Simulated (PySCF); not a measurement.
# Cl3Ga: the cost of one run

Computed with PySCF 2.14.0. Level: levels as typed in each script, gas phase, geometry from GFN2-xTB.

### Step 1. Starting geometry

4 atoms, charge 0, spin multiplicity 1.

Bond lengths: Cl1–Ga2 2.090 Å, Ga2–Cl3 2.089 Å, Ga2–Cl4 2.088 Å. Angles: Cl1–Ga2–Cl3 119.9°, Cl1–Ga2–Cl4 120.0°, Cl3–Ga2–Cl4 120.0°.

As a file:

```mol
Cl3Ga
  3D, bonds by distance, orders not assigned

  4  3  0  0  0  0  0  0  0  0999 V2000
    1.5238   -1.4293    0.0000 Cl  0  0
   -0.0007    0.0000    0.0000 Ga  0  0
    0.4765    2.0340    0.0000 Cl  0  0
   -1.9991   -0.6047    0.0000 Cl  0  0
  1  2  8  0
  2  3  8  0
  2  4  8  0
M  END
```

### Step 2. Density, bond paths and surface potential (PBE/def2-tzvp)

Contents of input.py:

```python
import numpy as np
from pyscf import gto, scf, dft
from pyscf.scf import atom_ks, atom_hf
from scipy.linalg import block_diag

def solve(mol, dm0=None, hcore=None):
    mf = (dft.UKS if mol.spin else dft.RKS)(mol, xc='pbe')
    mf.grids.level = 3
    mf = mf.density_fit(auxbasis='def2-universal-jkfit')
    mf.conv_tol, mf.max_cycle = 1e-8, 80
    if hcore is not None:
        mf.get_hcore = lambda *args: hcore
    mf.kernel(dm0)
    if not mf.converged:
        mf = mf.newton().run(mf.mo_coeff, mf.mo_occ, max_cycle=30)
    assert mf.converged, 'SCF not converged'
    return mf

mol = gto.M(atom='''
Cl     1.52384    -1.42934     0.00000
Ga    -0.00069     0.00000     0.00000
Cl     0.47655     2.03399     0.00000
Cl    -1.99914    -0.60465     0.00000
''', basis='def2-tzvp', charge=0, spin=0, verbose=4)
mf = solve(mol)
mf.analyze()
# spherically averaged free atoms, for the promolecule
atm = atom_ks.get_atm_nrks(mol, xc='pbe')
pro = block_diag(*[(atm[a[0]][2] * atm[a[0]][3]) @ atm[a[0]][2].T for a in mol._atom])
np.savez('result.npz', e=mf.e_tot, c=mf.mo_coeff, occ=mf.mo_occ, eps=mf.mo_energy, pro=pro, dip=mf.dip_moment(verbose=0), s2=mf.spin_square()[0])
```

Run with:

```console
$ OMP_NUM_THREADS=1 python input.py
```

What time and memory should one allow on 1 thread of AMD EPYC 9R45 (Zen 5), shared host?

About 9.1 s, with a peak of 0.54 GiB.
